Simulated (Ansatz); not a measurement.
# InGa3As4: the band gap up the ladder of functionals

One table from this session's results is given with a row withheld; the runs are named, their logs left out.

Code: Ansatz 0.2.0. PAW datasets, plane waves. The cell comes from a prototype generator: it can be a known phase or a hypothetical one. Spin polarisation is off.

## The system as given

The cell was relaxed beforehand with r2SCAN.

Space group P-43m (No. 215), cubic; conventional cell a = 5.779 Å, 24.13 Å³ an atom. Ga has 4 As at 2.47 Å; As has 3 Ga at 2.47 Å and 1 In at 2.60 Å; In has 4 As at 2.60 Å.

Coordinates:

Space group P-43m (No. 215). a = 5.779 Å, b = 5.779 Å, c = 5.779 Å, α = 90.00°, β = 90.00°, γ = 90.00°
```json
{"atom": "Ga", "site": "3d", "symmetry": "-42.m", "x": "0.5000", "y": "0.0000", "z": "0.0000"}
{"atom": "As", "site": "4e", "symmetry": ".3m", "x": "0.7595", "y": "0.2405", "z": "0.2405"}
{"atom": "In", "site": "1b", "symmetry": "-43m", "x": "0.5000", "y": "0.5000", "z": "0.5000"}
```

Set-up of the first run:

Contents of input.yaml:

```yaml
crystal:
  lattice:
    - [5.7792007558, 0.0, 0.0]
    - [0.0, 5.7792007558, 0.0]
    - [0.0, 0.0, 5.7792007558]
  atoms:
    - { symbol: Ga, position: [0.5, 0.0, 0.0] }
    - { symbol: As, position: [0.7595397503, 0.2404602497, 0.2404602497] }
    - { symbol: Ga, position: [0.0, 0.5, 0.0] }
    - { symbol: As, position: [0.2404602497, 0.7595397503, 0.2404602497] }
    - { symbol: Ga, position: [0.0, 0.0, 0.5] }
    - { symbol: As, position: [0.2404602497, 0.2404602497, 0.7595397503] }
    - { symbol: In, position: [0.5, 0.5, 0.5] }
    - { symbol: As, position: [0.7595397503, 0.7595397503, 0.7595397503] }
kpoints:
  mp_grid: { grid: [4, 4, 4] }
  band_path:
    path:
      - [[0.0, 0.0, 0.0], [-1.801493034117e-50, 0.5, -2.332763677951e-34], [0.5, 0.5, -9.997558619788e-35], [0.0, 0.0, 0.0], [0.5, 0.5, 0.5], [-1.801493034117e-50, 0.5, -2.332763677951e-34]]
      - [[0.5, 0.5, 0.5], [0.5, 0.5, -9.997558619788e-35]]
    npoints: 10
hamiltonian:
  xc: pbe
scf:
  occupations: { method: fermi_dirac, width: 0.02 }
  n_extra_bands: 6
output:
  forces: true
  stress: true
  eigenvalues: true
```

On the command line:

```
> ansatz run input.yaml --threads 4 --pin off --max-ram 6451MiB --backend cpu --events-out ev --progress --plain --runs-dir out
```

Steps of the session up to this table: Band structure with PBE; Single point with r2SCAN; HSE06; Single point with PBE+SOC.

One of the session's tables, all rows but one given; the rest of the session is left out.

| level | gap (eV) |
| --- | --- |
| PBE | 0.11 |
| r2SCAN | ? |
| HSE06 | 0.92 |
| PBE+SOC | 0.00 |

**Question.** Estimate the row for r2SCAN.

As computed: gap (eV): 0.56. In the column «gap (eV)» it lies between PBE (0.11) and HSE06 (0.92).

In words: PBE+SOC gives the least gap, 0.00 eV, and HSE06 the largest, 0.92 eV. PBE reaches 12 % of the HSE06 value, and r2SCAN 61 %.

Limits of these values: Warnings in the runs' records: stress scf threshold loose, stress exchange threshold loose.
